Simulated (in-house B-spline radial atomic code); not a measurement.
# Excitations of Pd in a hard sphere (PBE0)

Aim: excitation energies and polarisability of Pd as a wall, at which all orbitals vanish, closes in.

Program: in-house B-spline radial atomic code version 1. Level of theory: linear response of a closed shell, each method with its own adiabatic kernel; spin-free one-electron X2C, finite nucleus; B-spline basis; no spin-orbit coupling, no double excitations; only terms of natural parity, (−1)^L, with L up to 3 are computed. These are calculated values, not measurements, unless marked.

### 1 What is computed

```
element       : palladium (Z = 46)
charge        : 0
configuration : [Kr] 4d10
runs          : Wall at 15 bohr; Wall at 10 bohr; Wall at 8 bohr; Wall at 6.5 bohr; Wall at 5.5 bohr; Wall at 4.5 bohr; Wall at 4 bohr; Wall at 3.5 bohr; Wall at 3 bohr; Wall at 2.5 bohr
```

The outer shells:

Pd
```
[Kr] core
4d [↑↓][↑↓][↑↓][↑↓][↑↓]
```

Rows of excitations, here in order of energy, give L, multiplicity, 0 for full response or 1 for Tamm-Dancoff, hole, particle, weight of that channel, energy (hartree) and multipole strength; threshold is minus the highest occupied level of the method. polarisability lists the dipole (1), quadrupole (2) and octupole (3) values; f_sum adds the dipole strengths of the shells that respond, at most the outer three principal shells; real and imaginary give α at real and imaginary frequencies.

### 2 Wall at 15 bohr

Settings, as recorded:

```ini
Z = 46
electrons = 46.0
configuration = [Kr] 4d10
hamiltonian = x2c
method = pbe0
box_radius = 15
wall_radius = 15
rms_radius = 4.5318
intervals = 70
```

Started as:

```console
$ python run_td.py task.json out
```

One command runs all members of the session, one after another, from task.json.

The program writes no log. Results of the run, from its result record (rounded, main fields):

```text
{
  "status": "converged",
  "c6 [hartree bohr^6]": 193.2633,
  "f_sum": 44.511,
  "imaginary [hartree, bohr^3]": {"u": [0.0, 0.03, 0.07, 0.12, 0.2, 0.3, 0.45, 0.7, 1.0, 1.5, 2.5, 5.0], "alpha": [26.9307, 26.5002, 24.8373, 21.9913, 17.774, 14.0346, 10.5375, 7.28345, 5.1475, 3.26541, 1.66555, 0.571262]},
  "real [hartree, bohr^3]": {"omega": [0.0167, 0.0419, 0.067, 0.0921, 0.117, 0.134, 0.151], "alpha": [27.069, 27.8444, 29.5046, 32.6671, 39.1622, 49.0994, 79.0277]},
  "excitations": [
    [2, 3, 0, "4d", "5s", 0.998, 0.0237087, 0.0],
    [2, 3, 1, "4d", "5s", 0.999, 0.0278263, 0.0],
    [2, 1, 0, "4d", "5s", 0.999, 0.0469873, 0.72939],
    [2, 1, 1, "4d", "5s", 1.0, 0.048227, 0.89022],
    [1, 3, 0, "4d", "5p", 0.997, 0.146971, 0.0],
    [1, 3, 1, "4d", "5p", 0.999, 0.148039, 0.0],
    [3, 3, 0, "4d", "5p", 0.998, 0.150597, 0.0],
    [3, 3, 1, "4d", "5p", 0.999, 0.151367, 0.0],
    [3, 1, 0, "4d", "5p", 0.999, 0.155487, 57.587],
    [3, 1, 1, "4d", "5p", 1.0, 0.155604, 55.123],
    [1, 1, 0, "4d", "5p", 0.996, 0.167414, 0.31691],
    [1, 1, 1, "4d", "5p", 0.998, 0.16933, 0.3723],
    [2, 3, 0, "4d", "6s", 0.998, 0.197741, 0.0],
    [2, 3, 1, "4d", "6s", 0.998, 0.197913, 0.0],
    [2, 1, 0, "4d", "6s", 0.999, 0.200438, 0.16044],
    [2, 1, 1, "4d", "6s", 0.999, 0.200563, 0.1258],
    [0, 3, 0, "4d", "5d", 1.0, 0.222741, 0.0],
    [0, 3, 1, "4d", "5d", 1.0, 0.223069, 0.0],
    [2, 3, 0, "4d", "5d", 0.998, 0.2278, 0.0],
    [2, 3, 1, "4d", "5d", 0.998, 0.227884, 0.0],
    [2, 1, 0, "4d", "5d", 0.999, 0.22928, 1.5071],
    [2, 1, 1, "4d", "5d", 0.999, 0.229369, 1.4491],
    [1, 3, 0, "4d", "6p", 0.999, 0.233625, 0.0],
    [1, 3, 1, "4d", "6p", 0.999, 0.234055, 0.0],
    [3, 3, 0, "4d", "6p", 0.999, 0.235378, 0.0],
    [3, 3, 1, "4d", "6p", 1.0, 0.235707, 0.0],
    [0, 1, 0, "4d", "5d", 1.0, 0.235965, 0.0],
    [0, 1, 1, "4d", "5d", 1.0, 0.237573, 0.0],
    [3, 1, 0, "4d", "6p", 1.0, 0.238083, 0.055916],
    [3, 1, 1, "4d", "6p", 1.0, 0.238128, 0.08292],
    "... 66 more rows left out ..."
  ],
  "polarisability [au]": {"1": 26.93067, "2": 464.3703, "3": 4377.536},
  "threshold [hartree]": 0.1987277,
  "highest [hartree]": ["4d", -0.1987277],
  "lowest_empty [hartree]": -0.0810523,
  "responding_from_n": 2,
  "orbital_gaps [hartree]": {"4d-5s": 0.1176754}
}
```

Wall time 1.9 s (1 thread of AMD EPYC 9R45 (Zen 5), shared host); peak memory 0.17 GiB.

Lowest ¹P state: 4d→5p ¹P at 4.556 eV, oscillator strength 0.317. α = 26.93 bohr³.

The lowest states in eV:

```tsv
state	weight	full (eV)	Tamm-Dancoff (eV)	f
4d→5s ³D	1.00	0.645	0.757	-
4d→5s ¹D	1.00	1.279	1.312	-
4d→5p ³P	1.00	3.999	4.028	-
4d→5p ³F	1.00	4.098	4.119	-
4d→5p ¹F	1.00	4.231	4.234	-
4d→5p ¹P	1.00	4.556	4.608	0.317
4d→6s ³D	1.00	5.381	5.385	-
4d→6s ¹D	1.00	5.454	5.458	-
4d→5d ³S	1.00	6.061	6.070	-
4d→5d ³D	1.00	6.199	6.201	-
4d→5d ¹D	1.00	6.239	6.241	-
4d→6p ³P	1.00	6.357	6.369	-
4d→6p ³F	1.00	6.405	6.414	-
4d→5d ¹S	1.00	6.421	6.465	-
```

### 3 Wall at 10 bohr

Settings, as recorded:

```ini
Z = 46
electrons = 46.0
configuration = [Kr] 4d10
hamiltonian = x2c
method = pbe0
box_radius = 10
wall_radius = 10
rms_radius = 4.5318
intervals = 69
```

Main fields:

```text
{
  "status": "converged",
  "c6 [hartree bohr^6]": 190.538,
  "f_sum": 44.511,
  "excitations": [
    [2, 3, 0, "4d", "5s", 0.998, 0.0239373, 0.0],
    [2, 3, 1, "4d", "5s", 0.999, 0.0280699, 0.0],
    [2, 1, 0, "4d", "5s", 0.999, 0.0474387, 0.71937],
    [2, 1, 1, "4d", "5s", 1.0, 0.0486935, 0.88015],
    [1, 3, 0, "4d", "5p", 0.997, 0.152826, 0.0],
    [1, 3, 1, "4d", "5p", 0.999, 0.154086, 0.0],
    [3, 3, 0, "4d", "5p", 0.998, 0.157, 0.0],
    [3, 3, 1, "4d", "5p", 0.999, 0.157924, 0.0],
    "... 88 more rows left out ..."
  ],
  "polarisability [au]": {"1": 26.41976, "2": 443.1787, "3": 3669.299},
  "threshold [hartree]": 0.198419,
  "highest [hartree]": ["4d", -0.198419],
  "lowest_empty [hartree]": -0.07949977,
  "orbital_gaps [hartree]": {"4d-5s": 0.1189192}
}
```

Wall time 1.7 s (1 thread of AMD EPYC 9R45 (Zen 5), shared host); peak memory 0.17 GiB.

Lowest ¹P state: 4d→5p ¹P at 4.873 eV, oscillator strength 0.410. α = 26.42 bohr³.

### 4 Wall at 8 bohr

Settings, as recorded:

```ini
Z = 46
electrons = 46.0
configuration = [Kr] 4d10
hamiltonian = x2c
method = pbe0
box_radius = 8
wall_radius = 8
rms_radius = 4.5318
intervals = 68
```

Main fields:

```text
{
  "status": "converged",
  "c6 [hartree bohr^6]": 179.1238,
  "f_sum": 44.511,
  "excitations": [
    [2, 3, 0, "4d", "5s", 0.998, 0.0254938, 0.0],
    [2, 3, 1, "4d", "5s", 0.999, 0.029638, 0.0],
    [2, 1, 0, "4d", "5s", 0.999, 0.0498463, 0.70163],
    [2, 1, 1, "4d", "5s", 1.0, 0.0511523, 0.86321],
    [1, 3, 0, "4d", "5p", 0.996, 0.165771, 0.0],
    [1, 3, 1, "4d", "5p", 0.999, 0.167292, 0.0],
    [3, 3, 0, "4d", "5p", 0.998, 0.170671, 0.0],
    [3, 3, 1, "4d", "5p", 0.999, 0.171797, 0.0],
    [3, 1, 0, "4d", "5p", 0.999, 0.178497, 47.065],
    [3, 1, 1, "4d", "5p", 1.0, 0.178657, 44.885],
    [1, 1, 0, "4d", "5p", 0.992, 0.199405, 0.49394],
    [1, 1, 1, "4d", "5p", 0.995, 0.203089, 0.61579],
    "... 84 more rows left out ..."
  ],
  "polarisability [au]": {"1": 24.60927, "2": 383.2672, "3": 2598.855},
  "threshold [hartree]": 0.1961809,
  "highest [hartree]": ["4d", -0.1961809],
  "lowest_empty [hartree]": -0.07290674,
  "orbital_gaps [hartree]": {"4d-5s": 0.1232742}
}
```

Run time: 1.6 s. Hardware: 1 thread of AMD EPYC 9R45 (Zen 5), shared host; peak memory 0.17 GiB.

The first dipole-allowed state is 4d→5p ¹P, 5.426 eV (f = 0.494). α = 24.61 bohr³.

### 5 Wall at 6.5 bohr

Settings, as recorded:

```ini
Z = 46
electrons = 46.0
configuration = [Kr] 4d10
hamiltonian = x2c
method = pbe0
box_radius = 6.5
wall_radius = 6.5
rms_radius = 4.5318
intervals = 67
```

Main fields:

```text
{
  "status": "converged",
  "c6 [hartree bohr^6]": 153.8477,
  "f_sum": 44.511,
  "excitations": [
    [2, 3, 0, "4d", "5s", 0.998, 0.0316497, 0.0],
    [2, 3, 1, "4d", "5s", 0.999, 0.0356482, 0.0],
    [2, 1, 0, "4d", "5s", 0.999, 0.0579013, 0.70453],
    [2, 1, 1, "4d", "5s", 1.0, 0.0593017, 0.86801],
    [1, 3, 0, "4d", "5p", 0.996, 0.192351, 0.0],
    [1, 3, 1, "4d", "5p", 0.999, 0.194245, 0.0],
    [3, 3, 0, "4d", "5p", 0.997, 0.198417, 0.0],
    [3, 3, 1, "4d", "5p", 0.999, 0.19982, 0.0],
    "... 88 more rows left out ..."
  ],
  "polarisability [au]": {"1": 21.03195, "2": 281.2093, "3": 1513.606},
  "threshold [hartree]": 0.1870828,
  "highest [hartree]": ["4d", -0.1870828],
  "lowest_empty [hartree]": -0.05236507,
  "orbital_gaps [hartree]": {"4d-5s": 0.1347177}
}
```

It took 1.5 s on 1 thread of AMD EPYC 9R45 (Zen 5), shared host; peak memory 0.17 GiB.

The first dipole-allowed state is 4d→5p ¹P, 6.437 eV (f = 0.589). α = 21.03 bohr³.

### 6 Wall at 5.5 bohr

Settings, as recorded:

```ini
Z = 46
electrons = 46.0
configuration = [Kr] 4d10
hamiltonian = x2c
method = pbe0
box_radius = 5.5
wall_radius = 5.5
rms_radius = 4.5318
intervals = 66
```

Main fields:

```text
{
  "status": "converged",
  "c6 [hartree bohr^6]": 124.1906,
  "f_sum": 44.511,
  "excitations": [
    [2, 3, 0, "4d", "5s", 0.998, 0.0454248, 0.0],
    [2, 3, 1, "4d", "5s", 0.999, 0.0490542, 0.0],
    [2, 1, 0, "4d", "5s", 0.999, 0.0742635, 0.75848],
    [2, 1, 1, "4d", "5s", 1.0, 0.0757483, 0.92431],
    [1, 3, 0, "4d", "5p", 0.995, 0.232472, 0.0],
    [1, 3, 1, "4d", "5p", 0.998, 0.234752, 0.0],
    [3, 3, 0, "4d", "5p", 0.997, 0.240019, 0.0],
    [3, 3, 1, "4d", "5p", 0.999, 0.241687, 0.0],
    [3, 1, 0, "4d", "5p", 1.0, 0.254125, 31.596],
    [3, 1, 1, "4d", "5p", 1.0, 0.254309, 30.341],
    [1, 1, 0, "4d", "5p", 0.985, 0.288143, 0.67976],
    [1, 1, 1, "4d", "5p", 0.99, 0.294139, 0.87239],
    [0, 3, 0, "4d", "5d", 0.999, 0.539777, 0.0],
    [0, 3, 1, "4d", "5d", 1.0, 0.54254, 0.0],
    [2, 3, 0, "4d", "5d", 0.999, 0.570658, 0.0],
    [2, 3, 1, "4d", "5d", 0.999, 0.57153, 0.0],
    "... 80 more rows left out ..."
  ],
  "polarisability [au]": {"1": 17.09807, "2": 185.4658, "3": 839.2623},
  "threshold [hartree]": 0.1670628,
  "highest [hartree]": ["4d", -0.1670628],
  "lowest_empty [hartree]": -0.01211499,
  "orbital_gaps [hartree]": {"4d-5s": 0.1549478}
}
```

Run time: 1.5 s. Hardware: 1 thread of AMD EPYC 9R45 (Zen 5), shared host; peak memory 0.17 GiB.

Lowest ¹P state: 4d→5p ¹P at 7.841 eV, oscillator strength 0.680. α = 17.10 bohr³.

### 7 Wall at 4.5 bohr

Settings, as recorded:

```ini
Z = 46
electrons = 46.0
configuration = [Kr] 4d10
hamiltonian = x2c
method = pbe0
box_radius = 4.5
wall_radius = 4.5
rms_radius = 4.5318
intervals = 65
```

Main fields:

```text
{
  "status": "converged",
  "c6 [hartree bohr^6]": 84.9154,
  "f_sum": 44.5109,
  "excitations": [
    [2, 3, 0, "4d", "5s", 0.997, 0.0872402, 0.0],
    [2, 3, 1, "4d", "5s", 0.999, 0.0902324, 0.0],
    [2, 1, 0, "4d", "5s", 0.999, 0.120815, 0.92934],
    [2, 1, 1, "4d", "5s", 1.0, 0.122353, 1.0986],
    [1, 3, 0, "4d", "5p", 0.994, 0.32431, 0.0],
    [1, 3, 1, "4d", "5p", 0.998, 0.327088, 0.0],
    [3, 3, 0, "4d", "5p", 0.997, 0.334537, 0.0],
    [3, 3, 1, "4d", "5p", 0.999, 0.336499, 0.0],
    [3, 1, 0, "4d", "5p", 1.0, 0.354505, 24.397],
    [3, 1, 1, "4d", "5p", 1.0, 0.354678, 23.701],
    [1, 1, 0, "4d", "5p", 0.982, 0.397174, 0.81285],
    [1, 1, 1, "4d", "5p", 0.988, 0.404208, 1.0308],
    [0, 3, 0, "4d", "5d", 0.999, 0.769108, 0.0],
    [0, 3, 1, "4d", "5d", 0.999, 0.772595, 0.0],
    [2, 3, 0, "4d", "5d", 0.999, 0.813717, 0.0],
    [2, 3, 1, "4d", "5d", 0.999, 0.814844, 0.0],
    "... 80 more rows left out ..."
  ],
  "polarisability [au]": {"1": 12.04389, "2": 90.37799, "3": 345.6476},
  "threshold [hartree]": 0.1112924,
  "highest [hartree]": ["4d", -0.1112924],
  "lowest_empty [hartree]": 0.09635765,
  "orbital_gaps [hartree]": {}
}
```

Run time: 1.4 s. Hardware: 1 thread of AMD EPYC 9R45 (Zen 5), shared host; peak memory 0.17 GiB.

The first dipole-allowed state is 4d→5p ¹P, 10.808 eV (f = 0.813). α = 12.04 bohr³.

### 8 Wall at 4 bohr

Settings, as recorded:

```ini
Z = 46
electrons = 46.0
configuration = [Kr] 4d10
hamiltonian = x2c
method = pbe0
box_radius = 4
wall_radius = 4
rms_radius = 4.5318
intervals = 65
```

Main fields:

```text
{
  "status": "converged",
  "c6 [hartree bohr^6]": 63.64303,
  "f_sum": 44.5108,
  "excitations": [
    [2, 3, 0, "4d", "5s", 0.997, 0.138367, 0.0],
    [2, 3, 1, "4d", "5s", 0.999, 0.141005, 0.0],
    [2, 1, 0, "4d", "5s", 0.999, 0.17559, 1.0933],
    [2, 1, 1, "4d", "5s", 1.0, 0.177114, 1.2641],
    [1, 3, 0, "4d", "5p", 0.993, 0.41912, 0.0],
    [1, 3, 1, "4d", "5p", 0.997, 0.422147, 0.0],
    [3, 3, 0, "4d", "5p", 0.997, 0.43147, 0.0],
    [3, 3, 1, "4d", "5p", 0.999, 0.433546, 0.0],
    [3, 1, 0, "4d", "5p", 1.0, 0.455727, 20.821],
    [3, 1, 1, "4d", "5p", 1.0, 0.45589, 20.397],
    [1, 1, 0, "4d", "5p", 0.981, 0.503398, 0.90399],
    [1, 1, 1, "4d", "5p", 0.987, 0.510673, 1.1236],
    [0, 3, 0, "4d", "5d", 0.998, 0.972476, 0.0],
    [0, 3, 1, "4d", "5d", 0.998, 0.976333, 0.0],
    [2, 3, 0, "4d", "5d", 0.998, 1.02698, 0.0],
    [2, 3, 1, "4d", "5d", 0.999, 1.02824, 0.0],
    "... 80 more rows left out ..."
  ],
  "polarisability [au]": {"1": 9.323651, "2": 53.59525, "3": 188.3964},
  "threshold [hartree]": 0.05094901,
  "highest [hartree]": ["4d", -0.05094901],
  "lowest_empty [hartree]": 0.2161708,
  "orbital_gaps [hartree]": {}
}
```

Wall time 1.4 s (1 thread of AMD EPYC 9R45 (Zen 5), shared host); peak memory 0.17 GiB.

The first dipole-allowed state is 4d→5p ¹P, 13.698 eV (f = 0.904). α = 9.324 bohr³.

### 9 Wall at 3.5 bohr

Settings, as recorded:

```ini
Z = 46
electrons = 46.0
configuration = [Kr] 4d10
hamiltonian = x2c
method = pbe0
box_radius = 3.5
wall_radius = 3.5
rms_radius = 4.5318
intervals = 64
```

Main fields:

```text
{
  "status": "converged",
  "c6 [hartree bohr^6]": 43.30197,
  "f_sum": 44.5105,
  "excitations": [
    [2, 3, 0, "4d", "5s", 0.997, 0.242608, 0.0],
    [2, 3, 1, "4d", "5s", 0.999, 0.244922, 0.0],
    [2, 1, 0, "4d", "5s", 0.999, 0.284518, 1.3256],
    [2, 1, 1, "4d", "5s", 1.0, 0.285977, 1.4956],
    [1, 3, 0, "4d", "5p", 0.992, 0.591638, 0.0],
    [1, 3, 1, "4d", "5p", 0.996, 0.59486, 0.0],
    [3, 3, 0, "4d", "5p", 0.996, 0.606961, 0.0],
    [3, 3, 1, "4d", "5p", 0.998, 0.609085, 0.0],
    "... 88 more rows left out ..."
  ],
  "polarisability [au]": {"1": 6.708427, "2": 27.77702, "3": 88.67714},
  "threshold [hartree]": -0.05639082,
  "highest [hartree]": ["4d", 0.05639082],
  "lowest_empty [hartree]": 0.4393088,
  "orbital_gaps [hartree]": {}
}
```

Wall time 1.3 s (1 thread of AMD EPYC 9R45 (Zen 5), shared host); peak memory 0.17 GiB.

Lowest ¹P state: 4d→5p ¹P at 18.758 eV, oscillator strength 1.01. α = 6.708 bohr³.

### 10 Wall at 3 bohr

Settings, as recorded:

```ini
Z = 46
electrons = 46.0
configuration = [Kr] 4d10
hamiltonian = x2c
method = pbe0
box_radius = 3
wall_radius = 3
rms_radius = 4.5318
intervals = 64
```

Main fields:

```text
{
  "status": "converged",
  "c6 [hartree bohr^6]": 25.85689,
  "f_sum": 44.51,
  "excitations": [
    [2, 3, 0, "4d", "5s", 0.997, 0.473467, 0.0],
    [2, 3, 1, "4d", "5s", 0.999, 0.475507, 0.0],
    [2, 1, 0, "4d", "5s", 0.999, 0.520964, 1.6043],
    [2, 1, 1, "4d", "5s", 1.0, 0.522277, 1.7662],
    [1, 3, 0, "4d", "5p", 0.989, 0.933673, 0.0],
    [1, 3, 1, "4d", "5p", 0.994, 0.937005, 0.0],
    [3, 3, 0, "4d", "5p", 0.995, 0.953377, 0.0],
    [3, 3, 1, "4d", "5p", 0.997, 0.955459, 0.0],
    [3, 1, 0, "4d", "5p", 1.0, 0.990051, 13.508],
    [3, 1, 1, "4d", "5p", 1.0, 0.990209, 13.466],
    [1, 1, 0, "4d", "5p", 0.98, 1.04657, 1.0744],
    [1, 1, 1, "4d", "5p", 0.984, 1.053, 1.2323],
    "... 84 more rows left out ..."
  ],
  "polarisability [au]": {"1": 4.428031, "2": 12.46769, "3": 35.04071},
  "threshold [hartree]": -0.2580653,
  "highest [hartree]": ["4d", 0.2580653],
  "lowest_empty [hartree]": 0.8884302,
  "orbital_gaps [hartree]": {}
}
```

Run time: 1.3 s. Hardware: 1 thread of AMD EPYC 9R45 (Zen 5), shared host; peak memory 0.17 GiB.

The first dipole-allowed state is 4d→5p ¹P, 28.479 eV (f = 1.07). α = 4.428 bohr³.

### 11 Wall at 2.5 bohr

Settings, as recorded:

```ini
Z = 46
electrons = 46.0
configuration = [Kr] 4d10
hamiltonian = x2c
method = pbe0
box_radius = 2.5
wall_radius = 2.5
rms_radius = 4.5318
intervals = 63
```

Main fields:

```text
{
  "status": "converged",
  "c6 [hartree bohr^6]": 12.99661,
  "f_sum": 44.5091,
  "excitations": [
    [2, 3, 0, "4d", "5s", 0.998, 1.03599, 0.0],
    [2, 3, 1, "4d", "5s", 0.999, 1.03777, 0.0],
    [2, 1, 0, "4d", "5s", 0.999, 1.08945, 1.8138],
    [2, 1, 1, "4d", "5s", 1.0, 1.09051, 1.9486],
    [1, 3, 0, "4d", "5p", 0.612, 1.6584, 0.0],
    [1, 3, 1, "4d", "5p", 0.622, 1.66275, 0.0],
    [3, 3, 0, "4d", "5p", 0.873, 1.69879, 0.0],
    [3, 3, 1, "4d", "5p", 0.883, 1.70109, 0.0],
    [1, 3, 0, "4d", "4f", 0.628, 1.72032, 0.0],
    [1, 3, 1, "4d", "4f", 0.625, 1.72151, 0.0],
    [3, 1, 0, "4d", "5p", 1.0, 1.75021, 9.4118],
    [3, 1, 1, "4d", "5p", 1.0, 1.75038, 9.4047],
    "... 84 more rows left out ..."
  ],
  "polarisability [au]": {"1": 2.66574, "2": 4.878676, "3": 11.39603},
  "threshold [hartree]": -0.6762882,
  "highest [hartree]": ["4d", 0.6762882],
  "lowest_empty [hartree]": 1.894049,
  "orbital_gaps [hartree]": {}
}
```

Wall time 1.2 s (1 thread of AMD EPYC 9R45 (Zen 5), shared host); peak memory 0.17 GiB.

Lowest ¹P state: 4d→5p ¹P at 49.140 eV, oscillator strength 0.804. α = 2.666 bohr³.

### 12 All runs together

```tsv
run	threshold (eV)	4d→5p ¹P (eV)	4d→5p ³P, Tamm-Dancoff (eV)	α (bohr³)	C6 (hartree bohr⁶)	time
Wall at 15 bohr	5.408	4.556	4.028	26.93	193.3	1.9 s
Wall at 10 bohr	5.399	4.873	4.193	26.42	190.5	1.7 s
Wall at 8 bohr	5.338	5.426	4.552	24.61	179.1	1.6 s
Wall at 6.5 bohr	5.091	6.437	5.286	21.03	153.8	1.5 s
Wall at 5.5 bohr	4.546	7.841	6.388	17.10	124.2	1.5 s
Wall at 4.5 bohr	3.028	10.808	8.901	12.04	84.92	1.4 s
Wall at 4 bohr	1.386	13.698	11.487	9.324	63.64	1.4 s
Wall at 3.5 bohr	-1.534	18.758	16.187	6.708	43.30	1.3 s
Wall at 3 bohr	-7.022	28.479	25.497	4.428	25.86	1.3 s
Wall at 2.5 bohr	-18.403	49.140	45.246	2.666	13.00	1.2 s
```

**Reading.** From wall at 15 bohr to wall at 2.5 bohr minus the top level (no true threshold: a wall leaves no continuum) goes from 5.41 to -18.40 eV and α from 26.9 to 2.67 bohr³. 4d→5p ¹P moves from 4.56 eV (wall at 15 bohr) to 49.14 eV (wall at 2.5 bohr). 4d→5p ³P moves from 4.03 eV (wall at 15 bohr) to 45.25 eV (wall at 2.5 bohr). A negative threshold means that the top level lies above zero and only the wall holds it. A hard wall is a model of confinement, not a crystal.
